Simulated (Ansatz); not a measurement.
# ClH4O4Ti: the cost of one run

All numbers below are computed with Ansatz 0.2.0 (UHF/def2-SVP).

1 further run of the same task is left out (it didn't finish).

## (1) Starting point

Bond lengths: Ti1–Cl2 2.620 Å, Ti1–O3 1.920 Å, O3–H4 1.010 Å, Ti1–O5 1.919 Å, O5–H6 1.010 Å, Ti1–O7 1.919 Å, O7–H8 1.010 Å, Cl2–O9 1.890 Å, O9–H10 1.010 Å. Angles: Ti1–Cl2–O9 180.0°, Cl2–Ti1–O3 109.5°, Cl2–Ti1–O5 109.5°, Cl2–Ti1–O7 109.5°, O3–Ti1–O5 109.5°, O3–Ti1–O7 109.5°, O5–Ti1–O7 109.5°, Ti1–O3–H4 109.5°, Ti1–O5–H6 109.5°, Ti1–O7–H8 109.5°, Cl2–O9–H10 109.5°.

Coordinates:

```xyz
10

Ti    0.0000    0.0000    0.0000
Cl    0.0000    0.0000    2.6200
O     1.8106    0.0000   -0.6394
H     2.1269   -0.9521   -0.7560
O    -0.9043    1.5667   -0.6394
H    -1.8621    1.3360   -0.8617
O    -0.9043   -1.5667   -0.6394
H    -1.3590   -2.0324    0.1330
O     0.0000    0.0000    4.5100
H    -0.5144   -0.8011    4.8471
```

## (2) A restrained relaxation towards end A

Springs on the bonds that form and break draw the guess towards this end; the thresholds are loose.

Input file input.yaml:

```yaml
crystal:
  periodic: [false, false, false]
  atoms:
    - { symbol: Ti, position_ang: [0.0, 0.0, 0.0] }
    - { symbol: Cl, position_ang: [0.0, 0.0, 2.62] }
    - { symbol: O, position_ang: [1.8106, 0.0, -0.6394] }
    - { symbol: H, position_ang: [2.1269, -0.9521, -0.756] }
    - { symbol: O, position_ang: [-0.9043, 1.5667, -0.6394] }
    - { symbol: H, position_ang: [-1.8621, 1.336, -0.8617] }
    - { symbol: O, position_ang: [-0.9043, -1.5667, -0.6394] }
    - { symbol: H, position_ang: [-1.359, -2.0324, 0.133] }
    - { symbol: O, position_ang: [0.0, 0.0, 4.51] }
    - { symbol: H, position_ang: [-0.5144, -0.8011, 4.8471] }
magnetization:
  spin_polarized: true
  initial_magnetization: 1
basis:
  gaussian: { orbitals: def2-SVP }
hamiltonian:
  xc: hf
relax:
  f_tol: 0.15
  max_steps: 25
  restrain:
    - { distance: [1, 8], at: 2.79, k: 30.0 }
    - { distance: [0, 1], at: 2.37, k: 30.0 }
```

Launch:

```bash
> ansatz run input.yaml --threads 4 --pin off --max-ram 5120MiB --backend cpu --events-out ev --progress --plain --runs-dir out
```

**Question.** How long does this run take on 4 threads of Intel Xeon 6975P-C (Granite Rapids), shared host, and how much memory does it need?

About 32 s, with a peak of 0.72 GiB.
